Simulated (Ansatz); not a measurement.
# Cd: LAPW beside PAW

Does the method matter for Cd? The same cell, functional and mesh are run with full-potential LAPW, PAW on the default files and datasets made for this crystal.

Program: Ansatz 0.2.0. Level of theory: DFT PBEsol, scalar-relativistic. These are calculated values, not measurements.

## Step 1: The structure to begin with

Symmetry: P6_3/mmc, No. 194, hexagonal system. The conventional cell has a = 2.979 Å, b = 2.979 Å, c = 5.618 Å, α = 90.00°, β = 90.00°, γ = 120.00°. Cd (site symmetry -6m2) has 12 Cd at 2.98 to 3.29 Å as nearest neighbours.

Structure file:

```cif
data_structure
_symmetry_space_group_name_H-M 'P6_3/mmc'
_symmetry_Int_Tables_number 194
_cell_length_a 2.9789
_cell_length_b 2.9789
_cell_length_c 5.6177
_cell_angle_alpha 90.000
_cell_angle_beta 90.000
_cell_angle_gamma 120.000
_cell_volume 43.17
loop_
_atom_site_label
_atom_site_type_symbol
_atom_site_symmetry_multiplicity
_atom_site_Wyckoff_symbol
_atom_site_fract_x
_atom_site_fract_y
_atom_site_fract_z
_atom_site_occupancy
Cd1 Cd 2 c 0.33333 0.66667 0.25000 1
```

The file gives the conventional cell by its symmetry; the runs use the cell typed in the input.

The cell is a deposited one (Crystallography Open Database entry 9008490); the temperature and pressure of the measurement aren't taken into account, and nothing was relaxed.

Atoms are numbered in the order of the input: Cd1, Cd2.

## Step 2: Full-potential LAPW

input.yaml reads:

```yaml
crystal:
  lattice:
    - [2.9788725081, 0.0, 0.0]
    - [-1.489436254, 2.5797792666, 0.0]
    - [0.0, 0.0, 5.61765]
  atoms:
    - { symbol: Cd, position: [0.3333333333, 0.6666666667, 0.25] }
    - { symbol: Cd, position: [0.6666666667, 0.3333333333, 0.75] }
kpoints:
  mp_grid: { grid: [16, 16, 7] }
  band_path:
    path:
      - [0.0, 0.0, 0.0]
      - [0.5, 0.0, 0.0]
      - [0.3333333333, 0.3333333333, 0.0]
      - [0.0, 0.0, 0.0]
      - [0.0, 0.0, 0.5]
      - [0.5, 0.0, 0.5]
      - [0.3333333333, 0.3333333333, 0.5]
      - [0.0, 0.0, 0.5]
      - [0.5, 0.0, 0.5]
    npoints: 14
scf:
  occupations: { method: fermi_dirac, width: 0.05 }
hamiltonian:
  xc: pbesol
  pseudopotentials: { kind: all_electron, lapw: { basis_error: 0.001 } }
output:
  forces: true
  stress: true
  eigenvalues: true
  populations: true
  dos: { projected: true, de: 0.2, e_range: [-14, 8] }
```

On the command line:

```
ansatz run input.yaml --threads 1 --pin off --max-ram 3072MiB --backend cpu --events-out ev --progress --plain --runs-dir out
```

Log:

```text
Cd: projections on atomic orbitals take those of the free atom 1s2 2s2 2p6 3s2 3p6 3d10 4s2 4p6 4d10 5s2, of charge +0.00 (hamiltonian.pseudopotentials.projection_atoms)
LAPW: plane waves up to 7.663 Å⁻¹, error target 1.0e-3 eV per atom; small_component_spin mean_spin; Cd in spheres of 1.489 Å, 20 of its electrons in bands, Dirac shells []
Engine: ansatz 0.2.0
Pseudopotentials: kind: all_electron
Pseudopotential: Cd, LAPW, valence charge 20, Koelling and Harmon's equation, gaussian nucleus
Functional definition: PBEsol
  exchange = pbesol_x
  correlation = pbesol_c
Crystal: 2 atoms, lattice volume = 43.171 Å³
Basis set: ecut = 223.71064392654145 eV, 337 PW (Γ), exchange–correlation at level 2
Bands: 24, of which v1, the nominal top of the filled ones, is band 20 counted from 1 (19 counted from 0)
Symmetry: 24 space group operations
Space group: P63/mmc (ITA 194), of the structure as read, at distance tolerance 3.5e-5 Å
k-points: 120 of 1792
Non-local potential: Cd, projectors of the file, none
Initial density: superposition of atomic densities (chi_scale 0.1, normalization cell)
Initial wavefunctions: plane waves of lowest kinetic energy (no species holds an atomic orbital)
Functional: x = pbesol(κ = 0.804, μ = 0.12345679012345678), c = pbesol(β = 0.046)
iter 1 solved again at ethr=1.67e-4 eV; its pass at ethr=1.00e-1 eV (dr2=6.68e-2 eV) is discarded
SCF iter   1: F=—  HF=-304330.271791 eV  |F-HF|=—  |Δ(HF+E_count)|=         —  Δρ=1.43e-2  dr2=6.71e-2  ethr=1.67e-4  ⟨swp⟩=3.0  Hψ=19610  notcnv=0
preconditioner: auto → Kerker (q_TF=auto, 2.694 Å⁻¹)  [metal: Δε(μ)=0.038 eV  Ē_g=12.785 eV  σ=0.050 eV  W_gap=0.19  n_scr=22 (ndim 8)  ℏωp=27.7 eV  f_vac=0.000  D(μ)=0.61/eV (n_scr^D=2)]
SCF iter   2: F=—  HF=-304330.141822 eV  |F-HF|=—  |Δ(HF+E_count)|=   1.30e-1  Δρ=7.34e-3  dr2=2.17e-2  ethr=1.67e-4  ⟨swp⟩=2.1  Hψ=8770  notcnv=0
SCF iter   3: F=—  HF=-304330.130678 eV  |F-HF|=—  |Δ(HF+E_count)|=   1.11e-2  Δρ=5.69e-3  dr2=1.39e-2  ethr=5.43e-5  ⟨swp⟩=2.0  Hψ=8302  notcnv=0
SCF iter   4: F=—  HF=-304330.129132 eV  |F-HF|=—  |Δ(HF+E_count)|=   1.55e-3  Δρ=2.78e-3  dr2=3.84e-3  ethr=3.47e-5  ⟨swp⟩=2.0  Hψ=8302  notcnv=0
iter 5 solved again at ethr=5.99e-7 eV; its pass at ethr=9.60e-6 eV (dr2=2.39e-4 eV) is discarded
SCF iter   5: F=—  HF=-304330.129362 eV  |F-HF|=—  |Δ(HF+E_count)|=   2.31e-4  Δρ=6.43e-4  dr2=2.39e-4  ethr=5.99e-7  ⟨swp⟩=2.0  Hψ=14204  notcnv=0
SCF iter   6: F=—  HF=-304330.129382 eV  |F-HF|=—  |Δ(HF+E_count)|=   1.98e-5  Δρ=1.41e-4  dr2=1.07e-5  ethr=5.98e-7  ⟨swp⟩=2.0  Hψ=8302  notcnv=0
SCF iter   7: F=—  HF=-304330.129382 eV  |F-HF|=—  |Δ(HF+E_count)|=   6.30e-7  Δρ=3.41e-5  dr2=8.12e-7  ethr=2.67e-8  ⟨swp⟩=2.0  Hψ=8302  notcnv=0
SCF iter   8: F=-304330.129382 eV  HF=-304330.129382 eV  |F-HF|=1.23e-8  |Δ(HF+E_count)|=   1.52e-7  Δρ=8.31e-6  dr2=3.40e-8  ethr=2.03e-9  ⟨swp⟩=2.0  Hψ=8302  notcnv=0
SCF 1 converged in 8 iterations: F = -304330.129382 eV  dr2 = 3.40e-8
NSCF: frozen V_eff on 113 k-points
SCF converged after 8 iterations
Free energy (F): -304330.129382 eV
Harris-Foulkes:  -304330.129382 eV  (|F-HF|=1.23e-8)
Internal energy: -304330.124623 eV  (E = F + TS)
E sigma→0 (E₀):  -304330.127002 eV
Entropy (-TS):   -0.004758 eV (-2.379 meV/atom)
Fermi energy:    15.664242 eV
--- Per-component energies (eV) ---
  E_band       = -747.476921
  E_kinetic    = 318778.789466
  E_xc         = -8276.317740
  E_electrostatic = -614832.596349  (all electrons and nuclei)
  E_smearing   = -0.004758  (= −TS)
  E_closure    = 0.000000  (closes the sum)
  E_atoms      = -304327.741230  (free atoms, spherical and without spin; not in F)
  Σ components = -304330.129382   (vs F -304330.129382, Δ=0.00e0)
  Basis errors (estimates in eV, not in F): energy 2.6e-4 per atom: plane waves 2.6e-4 (1.3e-4 summed), levels above the bands 1.3e-48, relativity 1.6e-8, radial functions 6.9e-6, core shells 6.5e-8; eigenvalues (radial functions only) 2.2e-6; not estimated: angular momenta, meshes, grids; target (lapw.basis_error) 1.0e-3; muffin-tin radii Cd 1.489 Å
--- Forces (eV/Å), atoms counted from 1 ---
  atom   1  Cd    -0.00000000    -0.00000000     0.00000000
  atom   2  Cd     0.00000000     0.00000000    -0.00000000
  max |Σ_I F_I| component: 4.63e-18 eV/Å
--- Stress (GPa, compression-positive) ---
       -1.561596       0.000000       0.000000
        0.000000      -1.561596       0.000000
        0.000000       0.000000      -1.564648
  P = ⅓ Tr σ = -1.5626 GPa (-15.626 kbar)
--- Band table (eV; the first three rows and the last of 120) ---
  k-point 0: bands = ["-87.2898", "-87.2886", "-48.3804", "-48.3609", "-48.3427", "-48.3427", "-48.3406", "-48.3406", "5.8212", "6.0899", "6.4681", "6.4681", "6.5199", "6.5199", "6.7742", "6.9986", "6.9986", "7.2531", "7.2531", "12.5892", "12.6262", "25.9675", "29.3759", "30.3150"]
  k-point 1: bands = ["-87.2897", "-87.2887", "-48.3794", "-48.3618", "-48.3426", "-48.3426", "-48.3407", "-48.3407", "5.8343", "6.0764", "6.4671", "6.4671", "6.5145", "6.5145", "6.8972", "7.0150", "7.0150", "7.2435", "7.2435", "11.0979", "14.3159", "24.8140", "29.3882", "30.3926"]
  k-point 2: bands = ["-87.2895", "-87.2888", "-48.3767", "-48.3646", "-48.3423", "-48.3423", "-48.3410", "-48.3410", "5.8710", "6.0386", "6.4667", "6.4667", "6.5007", "6.5007", "7.0580", "7.0580", "7.2150", "7.2150", "7.2651", "9.7993", "16.2066", "22.6879", "29.4241", "30.1041"]
  k-point 119: bands = ["-87.2846", "-87.2846", "-48.3826", "-48.3823", "-48.3764", "-48.3758", "-48.3633", "-48.3629", "6.2748", "6.2893", "6.4322", "6.4825", "6.6131", "6.6766", "6.8192", "6.8359", "7.2206", "7.2498", "15.6776", "16.3564", "17.1880", "17.5708", "17.8715", "18.3073"]
--- Löwdin populations: 2 sites ---
  site symbol       q [e]
     0     Cd     47.4722
     1     Cd     47.4722
  spilling = 0.010996 (of n_electrons = 96.000000)
```

It took 34 s on 1 thread of Arm Neoverse V2, shared host; peak memory 0.44 GiB.

In short: pressure -1.56 GPa; no gap.

At the corners of the path (eV, zero at the Fermi level):

| point | band 17 | band 18 | band 19 | band 20 | band 21 | band 22 | band 23 |
| --- | --- | --- | --- | --- | --- | --- | --- |
| Γ | -8.67 | -8.41 | -8.41 | -3.08 | -3.04 | 10.30 | 13.71 |
| M | -8.15 | -8.12 | -2.37 | -1.86 | 1.93 | 2.97 | 3.14 |
| K | -8.54 | -8.54 | 0.00 | 0.00 | 0.39 | 4.33 | 4.83 |
| Γ | -8.67 | -8.41 | -8.41 | -3.08 | -3.04 | 10.30 | 13.71 |
| A | -8.52 | -8.52 | -7.39 | -7.39 | 3.67 | 3.67 | 13.98 |
| L | -8.13 | -8.13 | -1.57 | -1.57 | 0.06 | 0.06 | 7.94 |
| H | -8.43 | -8.43 | 1.02 | 1.02 | 1.49 | 1.49 | 1.83 |
| A | -8.52 | -8.52 | -7.39 | -7.39 | 3.67 | 3.67 | 13.98 |
| L | -8.13 | -8.13 | -1.57 | -1.57 | 0.06 | 0.06 | 7.94 |

States per cell in windows of 1 eV (zero at the Fermi level; grid of 0.20 eV, so sharp peaks spill over the borders):

| from | to | total | Cd 4d | Cd 5s |
| --- | --- | --- | --- | --- |
| -10 | -9 | 8.17 | 8.02 | 0.13 |
| -9 | -8 | 11.93 | 11.72 | 0.19 |
| -8 | -7 | 0.25 | 0.03 | 0.22 |
| -7 | -6 | 0.32 | 0.03 | 0.29 |
| -6 | -5 | 0.40 | 0.03 | 0.35 |
| -5 | -4 | 0.47 | 0.03 | 0.39 |
| -4 | -3 | 0.54 | 0.03 | 0.43 |
| -3 | -2 | 0.62 | 0.03 | 0.43 |
| -2 | -1 | 0.68 | 0.02 | 0.34 |
| -1 | 0 | 0.60 | 0.01 | 0.21 |
| 0 | 1 | 0.55 | 0.01 | 0.22 |
| 1 | 2 | 0.89 | 0.01 | 0.33 |
| 2 | 3 | 0.91 | 0.01 | 0.17 |
| 3 | 4 | 0.85 | 0.00 | 0.09 |
| 4 | 5 | 0.77 | 0.00 | 0.07 |

## Step 3: PAW on the default files

input.yaml, as its differences from that of step 2:

```diff
@@ -26,3 +26,3 @@
   xc: pbesol
-  pseudopotentials: { kind: all_electron, lapw: { basis_error: 0.001 } }
+  pseudopotentials: { kind: paw }
 output:
@@ -31,3 +31,9 @@
   eigenvalues: true
+  efg: { contact_densities: true }
   populations: true
+  bader: true
   dos: { projected: true, de: 0.2, e_range: [-14, 8] }
+  write_density: true
+  write_potential: true
+  elf: true
+  volumetric_format: npy
```

On the command line:

```
ansatz run input.yaml --threads 1 --pin off --max-ram 3072MiB --backend cpu --events-out ev --progress --plain --runs-dir out
```

Log, shortened:

```text
Cd: output.efg is read without spin–orbit coupling, which moves field gradients at and beside such atoms by some per cent and up to a factor of two; PAW files take it under magnetization.noncollinear and magnetization.spin_orbit
[...]
Pseudopotentials: kind: paw
Pseudopotential: Cd, paw, valence charge 20, recommended cutoff 420 eV (normal)
[... 1 set-up line as earlier in the session ...]
[...]
Crystal: 2 atoms, lattice volume = 43.171 Å³
Basis set: ecut = 420 eV, 835 PW (Γ), exchange–correlation on 40×40×80 points (8 copies of the dense FFT grid, shifted against one another)
Bands: 24, of which v1, the nominal top of the filled ones, is band 20 counted from 1 (19 counted from 0)
[... 2 set-up lines as earlier in the session ...]
k-points: 120 of 1792
[...]
       -1.554010       0.000000       0.000000
        0.000000      -1.554010       0.000000
        0.000000       0.000000      -1.561256
  P = ⅓ Tr σ = -1.5564 GPa (-15.564 kbar)
--- PAW observables at the nuclei: V_zz in 10²¹ V/m², potentials from the cell's mean, atoms counted from 1 ---
  atom   1  Cd V_zz =    +7.277512   η = 0.0000   by run symmetry: allowed
            electrostatic potential = -7710.116848 V   contact ρ = 1034416.967768 e/Å³
  atom   2  Cd V_zz =    +7.277512   η = 0.0000   by run symmetry: allowed
            electrostatic potential = -7710.116848 V   contact ρ = 1034416.967768 e/Å³
--- Band table (eV; the first three rows and the last of 120) ---
[... band rows left out ...]
[...]
--- Löwdin populations: 2 sites ---
  site symbol       q [e]
     0     Cd     19.4652
     1     Cd     19.4652
  spilling = 0.026741 (of n_electrons = 40.000000)
--- Bader charges: 2 sites ---
  site symbol  charge [e]  shift [e]
     0     Cd      0.0000     0.0000
     1     Cd      0.0000     0.0000
  estimated error of the sums over rays = 4.3e-5 e
```

It took 14 s on 1 thread of Arm Neoverse V2, shared host; peak memory 0.39 GiB.

Read from it: pressure -1.56 GPa; no gap; Vzz Cd1 7.28 (η = 0.00) (10²¹ V/m²).

```csv
atom,Bader charge (e),basin volume (Å³)
Cd1,+0.00,21.59
```

Density in a lattice plane of the grid's cell (edges 2.98 and 5.62 Å, at 0.333 of the third edge), which holds Cd.

Ten even steps from '0' (0.10 e/Å³) to '9' (25.78 e/Å³):
```
000000000000
000000000000
000000122210
000000257520
000001379731
000000257520
000000122210
000000000000
000000000000
000000000000
000000000000
000000000000
000000000000
000000000000
000000000000
000000000000
000000000000
000000000000
000000000000
000000000000
```
Columns run along the first of these edges and rows up along the second, over one cell in 12 and 20 even steps from the bottom left corner. Atoms in the plane (fractional): Cd at (0.67, 0.75).

ELF in the same plane.

Values, 12 rows by 6 columns:
```
0.19 0.22 0.19 0.23 0.29 0.22
0.20 0.24 0.20 0.45 0.61 0.45
0.24 0.23 0.24 0.59 0.91 0.59
0.20 0.24 0.20 0.45 0.62 0.45
0.19 0.22 0.19 0.22 0.29 0.22
0.17 0.17 0.17 0.17 0.17 0.17
0.19 0.18 0.19 0.23 0.27 0.23
0.20 0.25 0.20 0.24 0.33 0.24
0.24 0.32 0.24 0.23 0.34 0.23
0.20 0.25 0.20 0.24 0.33 0.24
0.19 0.18 0.19 0.23 0.27 0.23
0.17 0.17 0.17 0.17 0.17 0.17
```
Columns run along the first of these edges and rows up along the second, over one cell in 6 and 12 even steps from the bottom left corner. Atoms in the plane (fractional): Cd at (0.67, 0.75).

Both are smooth fields of the valence electrons: close to the nuclei they are not physical.

## Step 4: Datasets made for this crystal

input.yaml, as its differences from that of step 3:

```diff
@@ -21,3 +21,3 @@
       - [0.5, 0.0, 0.5]
-    npoints: 14
+    npoints: 8
 scf:
@@ -26,3 +26,3 @@
   xc: pbesol
-  pseudopotentials: { kind: paw }
+  pseudopotentials: { kind: all_electron, datasets: crystal }
 output:
@@ -32,8 +32 @@
   efg: { contact_densities: true }
-  populations: true
-  bader: true
-  dos: { projected: true, de: 0.2, e_range: [-14, 8] }
-  write_density: true
-  write_potential: true
-  elf: true
-  volumetric_format: npy
```

On the command line:

```
ansatz run input.yaml --threads 1 --pin off --max-ram 3072MiB --backend cpu --events-out ev --progress --plain --runs-dir out
```

Log, shortened:

```text
[...]
band count auto-derived: 17 (N_el = 24.0; filled up to band 12; 16 by the electrons, moments and atoms)
Cd: output.efg is read without spin–orbit coupling, which moves field gradients at and beside such atoms by some per cent and up to a factor of two; PAW files take it under magnetization.noncollinear and magnetization.spin_orbit
[...]
[... 1 set-up line as earlier in the session ...]
Pseudopotential: Cd, paw, valence charge 12, recommended cutoff 260 eV (normal), Koelling and Harmon's equation, gaussian nucleus
[... 1 set-up line as earlier in the session ...]
[...]
Crystal: 2 atoms, lattice volume = 43.171 Å³
Basis set: ecut = 260 eV, 399 PW (Γ), exchange–correlation on 32×32×60 points (8 copies of the dense FFT grid, shifted against one another)
Bands: 17, of which v1, the nominal top of the filled ones, is band 12 counted from 1 (11 counted from 0)
[... 1 set-up line as earlier in the session ...]
[...]
--- Forces (eV/Å), atoms counted from 1 ---
  atom   1  Cd    -0.00000000    -0.00000000     0.00000000
  atom   2  Cd     0.00000000     0.00000000    -0.00000000
[...]
--- Stress (GPa, compression-positive) ---
       -1.561440       0.000000       0.000000
        0.000000      -1.561440       0.000000
        0.000000       0.000000      -1.566904
  P = ⅓ Tr σ = -1.5633 GPa (-15.633 kbar)
--- PAW observables at the nuclei: V_zz in 10²¹ V/m², potentials from the cell's mean, atoms counted from 1 ---
  atom   1  Cd V_zz =    +7.451978   η = 0.0000   by run symmetry: allowed
            electrostatic potential = -7708.183347 V   contact ρ = 1034387.122213 e/Å³
  atom   2  Cd V_zz =    +7.451978   η = 0.0000   by run symmetry: allowed
            electrostatic potential = -7708.183347 V   contact ρ = 1034387.122213 e/Å³
--- Band table (eV; the first three rows and the last of 120) ---
  k-point 0: bands = ["5.8215", "6.0901", "6.4683", "6.4683", "6.5200", "6.5200", "6.7742", "6.9989", "6.9989", "7.2534", "7.2534", "12.5892", "12.6262", "25.9675", "29.3756"]
[...]
```

It took 15 s on 1 thread of Arm Neoverse V2, shared host; peak memory 0.43 GiB.

Result: pressure -1.56 GPa; no gap; Vzz Cd1 7.45 (η = 0.00) (10²¹ V/m²).

```
atom  contact density (e/Å³)
 Cd1                 1034387
```

## Step 5: Comparison

| method | pressure (GPa) | Vzz Cd1 (10²¹ V/m²) | SCF cycles, all passes |
| --- | --- | --- | --- |
| LAPW | -1.56 | – | 8 |
| PAW | -1.56 | 7.28 | 6 |
| crystal datasets | -1.56 | 7.45 | 8 |

## Step 6: Outcome

| quantity | value |
| --- | --- |
| pressure | LAPW -1.56, PAW -1.56, crystal datasets -1.56 GPa |
| gap (LAPW) | none |
| Bader charges (PAW) | Cd1 +0.00 e |

What this shows: The pressure of -1.6 GPa pushes the cell to shrink, with the atoms held in place. There is no gap at this level; the crystal is a metal here. The field gradient at Cd1, the largest by crystal datasets, is 7.28 by PAW and 7.45 by crystal datasets (10²¹ V/m²), within 5 %. Spin–orbit coupling is left out, which moves gradients at and beside heavy atoms by some per cent and at worst by a factor of two. In pressure, PAW differs from LAPW by less than 0.01 GPa. LAPW took about 2.4 times as long as PAW (34 s against 14 s, on a shared host and with the outputs that each input asks for).
